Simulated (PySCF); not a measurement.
# FO3W (W(O)3(F)-): the cost of one run

Program: PySCF 2.14.0. Level of theory: B3LYP, W def2-SVP with ECP60, O def2-SVP, F def2-SVP; scalar-relativistic core potentials, no spin–orbit coupling. These are calculated values, not measurements.

3 further runs of the same task are left out: 2 for a known fault of the program, 1 that didn't finish.

### 1 Starting geometry

5 atoms, charge -1, spin multiplicity 1.

Bond lengths: W1–O2 1.510 Å, W1–O3 1.510 Å, W1–O4 1.510 Å, W1–F5 1.737 Å. Angles: O2–W1–O3 90.0°, O2–W1–O4 180.0°, O2–W1–F5 90.0°, O3–W1–O4 90.0°, O3–W1–F5 180.0°, O4–W1–F5 90.0°.

As a file:

```
atom     x (Å)     y (Å)    z (Å)
  W1   0.00000   0.00000  0.00000
  O2   1.50960   0.00000  0.00000
  O3   0.00000   1.50960  0.00000
  O4  -1.50960   0.00000  0.00000
  F5   0.00000  -1.73720  0.00000
```

Formal oxidation states: W +6.

### 2 SCF at the start, singlet

The input, run.py (the lines that set the calculation):

```python
mol = gto.M(atom='''
W      0.00000     0.00000     0.00000
O      1.50960     0.00000     0.00000
O      0.00000     1.50960     0.00000
O     -1.50960     0.00000     0.00000
F      0.00000    -1.73720     0.00000''',
    basis={'W': 'def2-SVP', 'O': 'def2-SVP', 'F': 'def2-SVP'},
    ecp={'W': 'def2-SVP'},
    charge=-1, spin=0)
mf = dft.RKS(mol, xc='B3LYP')
mf.grids.atom_grid = (50, 194)
mf = mf.density_fit()  # fitting sets: W def2-universal-JKFIT, O def2-universal-JKFIT, F def2-universal-JKFIT
mf.conv_tol = 1e-08; mf.max_cycle = 55
mf.kernel(dm0)  # dm0: free metal ions and neutral atoms
```

Command:

```bash
OMP_NUM_THREADS=2 python run.py
```

Q: Estimate wall time and peak memory on 2 threads of Arm Neoverse V2, shared host.

About 1.7 s, with a peak of 0.37 GiB.
